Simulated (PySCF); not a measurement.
# The bond of BSb−, level by level

Aim: find the lowest electronic state of BSb−, scan its bond at several levels of theory, and get bond length, wavenumber and dissociation energy from each curve.

The runs use PySCF 2.14.0; B aug-cc-pVDZ, Sb aug-cc-pVDZ-PP with ECP28, scalar-relativistic core potentials.

2 further runs of the same task are left out: 2 set aside as unsound or not needed.

## Step 1: Set-up

Settings of the job:

| Property | Result |
| --- | --- |
| atoms | B, Sb |
| charge | -1 |
| basis | B aug-cc-pVDZ, Sb aug-cc-pVDZ-PP with ECP28 |
| Hamiltonian | scalar-relativistic core potentials |
| basis functions | 55 |
| electrons treated | 29 |
| masses in u | 11.0093, 120.9038 |
| levels | PBE0, PBE, r²SCAN, B97-3, BLYP, BP86, CAM-B3LYP, MP2, SCS-MP2, CCSD, CCSD(T) |
| grid | 80 radial by 434 angular points |
| occupations | held fixed by the projection of orbital angular momentum |
| dissociation limit | B + Sb−, each in its ground configuration |
| starting distance in angstrom | 2.280 |
| values of 2S to try | 1, 3 |

Launch:

```
> OMP_NUM_THREADS=1 python dia.py task.json out
```

Further steps of the session: PBE0 along the bond; Higher solutions at PBE0; PBE; r²SCAN; B97-3; BLYP; BP86; CAM-B3LYP; Correlated methods on the Hartree–Fock reference.

**Question.** What will these runs give? Wanted: for each run, Re; ωe; De; μ.

**Answer**, as computed:

Lowest PBE0 solution found, without spin–orbit coupling: ²Σ⁺ (doublet), unpaired electrons σ ↑. State 2 has its PBE0 minimum 0.59 eV higher. The other levels ran on the lowest alone.

```
       level  Re (Å)  ωe (cm⁻¹)  De (eV)  μ (D)
    ROHF-MP2   2.035        742     3.90    n/a
ROHF-SCS-MP2   2.038        734     3.61    n/a
   ROHF-CCSD   2.035        728     3.28    n/a
ROHF-CCSD(T)   2.050        705     3.62    n/a
         PBE   2.034        709     4.22   3.34
        BLYP   2.050        680     3.88   3.33
        BP86   2.038        701     4.11   3.28
      r²SCAN   2.019        738     4.04   3.04
        PBE0   2.015        741     3.90   3.11
       B97-3   2.022        727     3.76   3.18
   CAM-B3LYP   2.005        748     3.54   3.02
```

De is counted to B + Sb− in their ground configurations. A positive dipole points from B to Sb; in an ion it is taken about the centre of mass and does not tell which atom is negative.

Differences from CCSD(T) in the same basis:

```
       level  Re (mÅ)  ωe (%)
    ROHF-MP2      -15    +5.3
ROHF-SCS-MP2      -12    +4.1
   ROHF-CCSD      -15    +3.3
         PBE      -16    +0.5
        BLYP        0    -3.5
        BP86      -12    -0.6
      r²SCAN      -31    +4.6
        PBE0      -35    +5.1
       B97-3      -28    +3.2
   CAM-B3LYP      -45    +6.1
```

What this shows: Judged by CCSD(T) in the same basis: best bond length BLYP (0 mÅ), worst CAM-B3LYP (-45 mÅ); best wavenumber PBE (+0.5 %), worst CAM-B3LYP (+6.1 %). CCSD(T) in a basis this small is itself some way from its limit, more so than the functionals. Among the levels with a De in the table, it runs from 3.28 eV (ROHF-CCSD) to 4.22 eV (PBE).

Correlated steps freeze 5 core orbitals. Spin–orbit coupling is left out, which matters for elements this heavy, above all for dissociation energies. With some functionals the highest level of the anion is positive, from self-interaction error or because the anion is truly unbound there; the finite basis then holds the extra electron, and no neutral molecule was run to test the binding. With spin–orbit coupling the term label itself may not hold.
